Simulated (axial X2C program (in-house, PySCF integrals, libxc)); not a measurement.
# A two-component session on RuS: properties at the nuclei

Aim: properties at the nuclei of RuS, with spin–orbit coupling in the Hamiltonian from the start.

Computed with an in-house X2C program for linear molecules on PySCF integrals. Level: two-component X2C with atomic mean-field terms, Ru dyall-acv3z, S dyall-av3z.

All values are calculated.

## Step 1: Set-up

The input, task.json:

```json
{
 "zs": [
  44,
  16
 ],
 "q": 0,
 "bas": [
  "dyall-acv3z",
  "dyall-av3z"
 ],
 "r0": 2.08,
 "levels": [
  "PBE0",
  "HF",
  "B3LYP"
 ],
 "nst": 1,
 "ff": 1,
 "thr": -3.5,
 "nmax": 130,
 "opt": {
  "ecut": 60
 }
}
```

Keys: zs atomic numbers; q charge; bas basis sets; r0 starting distance in Å; levels methods (HF also brings MP2); nst determinants followed; ff finite-field run; thr threshold in hartree for freezing inner shells (an s shell follows its p shell); nmax most natural virtual spinors; ecut virtual cutoff in hartree.

The run is started by

```
python soeom.py task.json out
```

Further steps of the session: Expectation values, lowest determinant; Finite-field coupled cluster.

Before running it: what results should come out? Wanted: lowest determinant; Eeff magnitude; Ws magnitude Ru; A∥/gI Ru; qzz Ru (for each run or level that gives them).

As calculated:

```
                       quantity                                           value
             lowest determinant  Ω = 4 (excess of +ω over −ω: ω = 3/2, ω = 5/2)
   Eeff magnitude (GV/cm), PBE0                                            3.06
    Ws magnitude Ru (kHz), PBE0                                           0.286
           A∥/gI Ru (MHz), PBE0                                             600
            qzz Ru (a.u.), PBE0                                            1.46
Eeff magnitude (GV/cm), CCSD(T)                                            3.55
 Ws magnitude Ru (kHz), CCSD(T)                                           0.347
        A∥/gI Ru (MHz), CCSD(T)                                             552
         qzz Ru (a.u.), CCSD(T)                                            1.39
```

In words: In the first state, the effective field runs from 2.72 to 3.66 GV/cm over the mean-field levels. The expectation values come from single determinants, which for open shells can mix terms of unlike spin or miss the lowest Ω, so a determinant need not be a state. Eeff is the effective electric field on the electron dipole moment in this Ω state and Ws the scalar–pseudoscalar constant (defined with the proton number Z and per Ω); A∥ is the parallel hyperfine constant, which follows by multiplying with the nuclear g factor gI = μI/(I μN); qzz is the electric field gradient, eQq0 = 234.96 MHz × Q/barn × qzz; μ is positive if S is the positive end. The operators were transformed with the bare-nucleus X2C matrices. Correlation of the inner shells is missing, which matters for properties at the nucleus.
